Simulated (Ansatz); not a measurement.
# NaIr: the cost of one run

Method: DFT PBE, scalar-relativistic, plane waves, PAW, in Ansatz 0.2.0.

### 1 The starting structure

The structure is tetragonal, space group P4/mmm (No. 123). The conventional cell has a = 4.458 Å, b = 4.458 Å, c = 14.000 Å, α = 90.00°, β = 90.00°, γ = 90.00°. Na (site symmetry 4/mmm) is surrounded by 4 Ir at 3.15 Å. Around Ir (site symmetry 4/mmm) lie 4 Na at 3.15 Å.

Coordinates:

```cif
data_structure
_symmetry_space_group_name_H-M 'P 1'
_symmetry_Int_Tables_number 1
_cell_length_a 4.4581
_cell_length_b 4.4581
_cell_length_c 14.0000
_cell_angle_alpha 90.000
_cell_angle_beta 90.000
_cell_angle_gamma 90.000
_cell_volume 278.24
loop_
_atom_site_label
_atom_site_type_symbol
_atom_site_fract_x
_atom_site_fract_y
_atom_site_fract_z
_atom_site_occupancy
Na1 Na 0.00000 0.00000 0.50000 1
Ir1 Ir 0.50000 0.50000 0.50000 1
```

The cell is invented: species swapped into a sheet modelled on a layer of NaI, with Ir on the I sites. The dimensions are guesses.

Only a and b are periodic; c spans vacuum, so the box's volume, pressure and space group aren't properties of the sheet.

### 2 Probe: one point on a coarse mesh

File input.yaml:

```yaml
crystal:
  lattice:
    - [4.4580698, 0.0, 0.0]
    - [0.0, 4.4580698, 0.0]
    - [0.0, 0.0, 14.0]
  atoms:
    - { symbol: Na, position: [0.0, 0.0, 0.5] }
    - { symbol: Ir, position: [0.5, 0.5, 0.5] }
  periodic: [true, true, false]
basis:
  ecutwfc: 420
kpoints:
  mp_grid: { grid: [4, 4, 1] }
hamiltonian:
  xc: pbe
scf:
  occupations: { method: gaussian, width: 0.1 }
  lower_state_search: "off"
output:
  forces: true
  stress: true
  eigenvalues: true
```

The run is started by

```console
$ ansatz run input.yaml --threads 1 --pin off --max-ram 2048MiB --backend cpu --events-out ev --progress --plain --runs-dir out
```

What time and memory should one allow on 1 thread of Arm Neoverse V1, shared host?

About 4.3 s, with a peak of 0.47 GiB.
